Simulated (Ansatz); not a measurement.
# H4SSi2: the cost of one run

The runs use Ansatz 0.2.0, Gaussian basis; PBE0-D4/def2-TZVP structures, single points in def2-TZVPP, no counterpoise correction.

Levels: SPW92, PBE-D4, BLYP-D4, r2SCAN-D4, B97M-V, PBE0-D4, B3LYP-D4, r2SCAN0-D4, BHLYP-D4, CAM-B3LYP-D4, wB97X-V, wB97M-V, B2PLYP, PBE-QIDH, RPA on PBE, Hartree-Fock, MP2, CCSD, CCSD(T).

Cores are frozen in the correlated methods. B3LYP uses VWN-RPA correlation. B2PLYP carries no dispersion term here.

56 further runs of the same task are left out: 56 set aside as unsound or not needed.

## (1) The system as given

The complex: 12 atoms, charge 0, spin multiplicity 1.

Atoms are counted from 1 here; the program's logs count them from 0.

Bond lengths: Si1–S3 1.958 Å, Si1–H5 1.492 Å, Si1–Si6 2.343 Å, Si2–H4 1.518 Å, Si2–H7 1.487 Å, Si2–H8 1.477 Å, Si2–H9 1.477 Å, Si6–H10 1.488 Å, Si6–H11 1.485 Å, Si6–H12 1.486 Å. Angles: S3–Si1–H5 123.0°, S3–Si1–Si6 123.1°, H5–Si1–Si6 113.0°, H4–Si2–H7 105.6°, H4–Si2–H8 107.6°, H4–Si2–H9 107.2°, H7–Si2–H8 111.3°, H7–Si2–H9 111.3°, H8–Si2–H9 113.4°, Si1–Si6–H10 110.5°, Si1–Si6–H11 108.4°, Si1–Si6–H12 109.0°, H10–Si6–H11 109.8°, H10–Si6–H12 109.3°, H11–Si6–H12 109.9°.

Geometry (Å):

```
Si   -0.4297   -0.4704   -1.2361
Si    1.4401    1.5656    0.3287
S     1.2278   -1.1210   -2.0515
H     0.0183    1.0702    0.1381
H    -1.2849    0.5811   -1.8609
Si   -1.4585   -1.5254    0.5856
H     1.3500    2.6632    1.3278
H     1.9170    2.0651   -0.9769
H     2.2308    0.4311    0.8483
H    -2.4338   -0.6089    1.2364
H    -0.4059   -1.9135    1.5579
H    -2.1711   -2.7371    0.1026
```

Its parts: Si₂H₄S holds atoms 1, 3, 5, 6, 10, 11, 12; SiH₄ holds atoms 2, 4, 7, 8, 9. Each part counts its atoms afresh in its own runs.

## (2) Relaxing Si₂H₄S alone

relax-a/in.yaml

```yaml
crystal:
  periodic: [false, false, false]
  atoms:
    - {symbol: Si, position_ang: [-0.429703, -0.470426, -1.236143]}
    - {symbol: S, position_ang: [1.227796, -1.121010, -2.051537]}
    - {symbol: H, position_ang: [-1.284937, 0.581073, -1.860942]}
    - {symbol: Si, position_ang: [-1.458495, -1.525430, 0.585599]}
    - {symbol: H, position_ang: [-2.433800, -0.608909, 1.236448]}
    - {symbol: H, position_ang: [-0.405892, -1.913500, 1.557922]}
    - {symbol: H, position_ang: [-2.171150, -2.737056, 0.102604]}
basis:
  gaussian: {orbitals: def2-TZVP}
hamiltonian: {xc: pbe0, dispersion: d4}
relax: {f_tol: 0.005, max_steps: 200}
```

Started as:

```sh
$ ansatz run in.yaml --threads 4 --pin off --events-out ev --progress --plain --max-ram 9574MiB
```

What time and memory should one allow on 4 threads of Intel Xeon at 2.70GHz, shared host?

About 29 s, with a peak of 0.59 GiB.
